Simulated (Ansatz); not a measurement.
2 structures of Al2O3: a ranking of polymorphs by energy, run with Ansatz 0.2.0 through its Python package.

The script, `run_polymorphs.py`:
```python
import ansatz as az
import numpy as np
import pandas as pd


def ground_state(name, crystal):
    calc = (
        crystal.calculation()
        .functional('LDA')
        .basis(460)
        .kpoints(spacing=0.3)
        .occupations('fixed')
        .stress()
        .band_table()
    )
    return calc.run()


def volume_per_atom(outcome):
    return abs(np.linalg.det(outcome.lattice.cell_ang)) / len(outcome.lattice.sites)


def gap_ev(outcome):
    # nan where the run reports no band edges: a metal, overlapping bands, or a gap that is small against the smearing
    edges = outcome.report.get('band_edges_ev')
    return edges[1] - edges[0] if edges else float('nan')

phases = {}
p_3m1 = (
    az.Lattice.from_parameters(3.017483, 3.017483, 7.574636, alpha=90.0, beta=90.0, gamma=120.0)
    .atom('Al', [0.0, 0.0, 0.277951])
    .atom('Al', [0.0, 0.0, 0.722049])
    .atom('O', [1 / 3, 2 / 3, 0.199454])
    .atom('O', [2 / 3, 1 / 3, 0.800546])
    .atom('O', [0.0, 0.0, 0.5])
)
phases['P-3m1'] = p_3m1
r3m = (
    az.Lattice.of([1.500843, 0.866512, 5.766714], [-1.500843, 0.866512, 5.766714], [0.0, -1.733025, 5.766714])
    .atom('Al', [0.807061, 0.807061, 0.807061])
    .atom('Al', [0.30674, 0.30674, 0.30674])
    .atom('O', [0.971827, 0.971827, 0.971827])
    .atom('O', [0.417876, 0.417876, 0.417876])
    .atom('O', [0.193495, 0.193495, 0.193495])
)
phases['R3m'] = r3m

done = {name: ground_state(name, crystal) for name, crystal in phases.items()}

energy = {name: o.report['free_energy_ev'] / len(o.lattice.sites) for name, o in done.items()}
lowest = min(energy.values())
rows = [(name, len(o.lattice.sites), 1000 * (energy[name] - lowest), volume_per_atom(o), gap_ev(o)) for name, o in done.items()]
rows.sort(key=lambda row: row[2])
print(pd.DataFrame(rows, columns=['phase', 'atoms', 'dE (meV/atom)', 'V (A^3/atom)', 'gap (eV)']).round(4).to_string(index=False))
print('lowest in energy:', rows[0][0])
```

Which of these structures comes out lowest, and how far apart are they?

By space group at the end of each run: R3m (+0 meV an atom, 9.0 Å³) and P-3m1 (+250 meV an atom, 11.9 Å³).

The output:

Running `python run_polymorphs.py` prints:
```text
phase  atoms  dE (meV/atom)  V (A^3/atom)  gap (eV)
  R3m      5         0.0000        8.9995    4.2198
P-3m1      5       250.0423       11.9457    2.1994
lowest in energy: R3m
```

Along an axis with an odd division the mesh misses the point at one half; a gap read on a finite mesh is an upper bound on this functional's gap. Semilocal gaps usually lie well under measured ones. The cells come from databases of deposited and of computed structures, and not all need be stable phases. Levels are Kohn-Sham eigenvalues on this mesh. The ranking holds among these structures alone, at zero temperature; the ground state may be another structure. Differences under 10 to 15 meV an atom lie within the error of mesh and functional. Timing: 8.1 s on 1 thread of Arm Neoverse V2, with other jobs on the host, peak memory 0.46 GiB.
